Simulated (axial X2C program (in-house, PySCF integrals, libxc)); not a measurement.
# A two-component session on RuSi⁺: properties at the nuclei

Aim: properties at the nuclei of RuSi⁺, with spin–orbit coupling in the Hamiltonian from the start.

Computed with an in-house X2C program for linear molecules on PySCF integrals. Level: two-component X2C with atomic mean-field terms, Ru dyall-cv3z, Si dyall-v3z.

All values are calculated.

### 1 The job

Contents of task.json:

```json
{"zs": [44, 14], "q": 1, "bas": ["dyall-cv3z", "dyall-v3z"], "r0": 2.41, "levels": ["PBE0", "HF", "PBE", "LDA", "B3LYP"], "nst": 3}
```

Keys: zs atomic numbers; q charge; bas basis sets; r0 starting distance in Å; levels methods (HF also brings MP2); nst determinants followed.

On the command line:

```
> python soeom.py task.json out
```

After this run come: Expectation values, lowest determinant; Expectation values, a higher determinant; Expectation values, a higher determinant.

Q: Predict the outcome of this session. Wanted: lowest determinant; Eeff magnitude; Ws magnitude Ru; A∥/gI Ru; qzz Ru; higher determinant (for each run or level that gives them).

**Answer**, as computed:

```
                                        quantity                                                       value
                              lowest determinant                     Ω = 5/2 (excess of +ω over −ω: ω = 5/2)
                    Eeff magnitude (GV/cm), PBE0                                                        1.11
                     Ws magnitude Ru (kHz), PBE0                                                       0.272
                            A∥/gI Ru (MHz), PBE0                                                        11.3
                             qzz Ru (a.u.), PBE0                                                        0.62
                              higher determinant  Ω = 3/2 (excess of +ω over −ω: ω = 1/2, ω = -3/2, ω = 5/2)
Eeff magnitude (GV/cm), PBE0, higher determinant                                                           3
 Ws magnitude Ru (kHz), PBE0, higher determinant                                                       0.939
        A∥/gI Ru (MHz), PBE0, higher determinant                                                        1390
         qzz Ru (a.u.), PBE0, higher determinant                                                       -3.96
                              higher determinant                     Ω = 3/2 (excess of +ω over −ω: ω = 3/2)
Eeff magnitude (GV/cm), PBE0, higher determinant                                                        1.15
 Ws magnitude Ru (kHz), PBE0, higher determinant                                                       0.453
        A∥/gI Ru (MHz), PBE0, higher determinant                                                        1280
         qzz Ru (a.u.), PBE0, higher determinant                                                        0.51
```

**Reading.** In the first state, the effective field runs from 0.366 to 1.84 GV/cm over the mean-field levels, so the levels don't agree on it. The expectation values come from single determinants, which for open shells can mix terms of unlike spin or miss the lowest Ω, so a determinant need not be a state. Eeff is the effective electric field on the electron dipole moment in this Ω state and Ws the scalar–pseudoscalar constant (defined with the proton number Z and per Ω); A∥ is the parallel hyperfine constant, which follows by multiplying with the nuclear g factor gI = μI/(I μN); qzz is the electric field gradient, eQq0 = 234.96 MHz × Q/barn × qzz. The operators were transformed with the bare-nucleus X2C matrices. A second determinant lies within 0.1 eV of the first.
